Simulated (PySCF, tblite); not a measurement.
# C8H8B radical: geometry, infrared bands and EPR parameters

Aim: predict the infrared bands and EPR parameters of C8H8B radical (`C#C/C=C/C[B]C#CC`).

Programs: tblite 0.8.0 and PySCF 2.14.0, with density-fitted response routines of our own. Each step states its level of theory. These are calculated values for one molecule in the gas phase, unless marked as measured. Atoms are numbered from 0 throughout.

**1. Starting geometry**

17 atoms, charge 0, multiplicity 2; geometry from: force field or distance geometry start.

Bonds of the start (Å): C0–C1 1.20, C1–C2 1.45, C2–C3 1.34, C3–C4 1.48, C4–B5 1.60, B5–C6 1.55, C6–C7 1.21, C7–C8 1.47, C0–H9 1.04, C2–H10 1.06, C3–H11 1.07, C4–H12 1.10, C4–H13 1.10, C8–H14 1.12, C8–H15 1.09, C8–H16 1.12.

**2. Geometry optimisation with GFN2-xTB**

Job settings and geometry (Å):

```
{"job": {"kind": "relax", "xc": "GFN2-xTB", "basis": "xTB"}, "charge": 0, "multiplicity": 2}
C      4.909800     0.132400    -1.821200
C      3.985200     0.165200    -1.062900
C      2.890300     0.176500    -0.112100
C      1.639800     0.057300    -0.589800
C      0.545700     0.073000     0.408500
B     -0.503900     1.252400     0.162400
C     -2.011800     0.984600     0.388600
C     -3.180600     0.755500     0.580800
C     -4.598500     0.446400     0.812000
H      5.717000     0.112800    -2.484500
H      3.058100     0.295000     0.923900
H      1.513100    -0.068500    -1.643400
H     -0.024900    -0.868100     0.331100
H      0.936200     0.170500     1.429600
H     -4.944600     0.847400     1.794300
H     -5.206900     0.793200    -0.024900
H     -4.731000    -0.664400     0.897600
```

On the command line:

```
$ OMP_NUM_THREADS=1 python probes_run.py task.json out
```

The driver reads the jobs from task.json and runs them one after another.

**Question.** This job is followed by: GFN2-xTB harmonic vibrations, gas phase; UKS B3LYP, pcH-1 on B C H, non-relativistic, mean-field spin-orbit, GIAO. What will the session give for the following? strongest single infrared mode (GFN2-xTB); zero-point energy (GFN2-xTB); g(iso) (B3LYP); ⟨S²⟩; largest a(iso) (averaged by class); surface potential, 1st and 99th percentile.

**Answer**, as computed:

| quantity | value |
| --- | --- |
| strongest single infrared mode (GFN2-xTB) | 2086 cm⁻¹, 98 km/mol |
| zero-point energy (GFN2-xTB) | 78.0 kcal/mol |
| g(iso) (B3LYP) | 2.00065 |
| ⟨S²⟩ | 0.762 (exact 0.75) |
| largest a(iso) (averaged by class) | 11B on B5, 166.9 MHz |
| surface potential, 1st and 99th percentile | -0.98 V and 1.16 V |

Over 156 steps the energy fell by 0.569 eV; of the close pairs, B5–C6 changed most, 1.548 to 1.419 Å. The lowest mode is imaginary (24i cm⁻¹), so the xTB geometry is not a minimum. The strongest single mode, at 2086 cm⁻¹, moves mainly C7 and C6. Unscaled tight-binding wavenumbers are off by several per cent, some by more. Its intensities can rank the bands wrongly. B5 carries the largest spin population, 0.75 e. The isotropic g lies 1.7 ppt below the free-electron value.
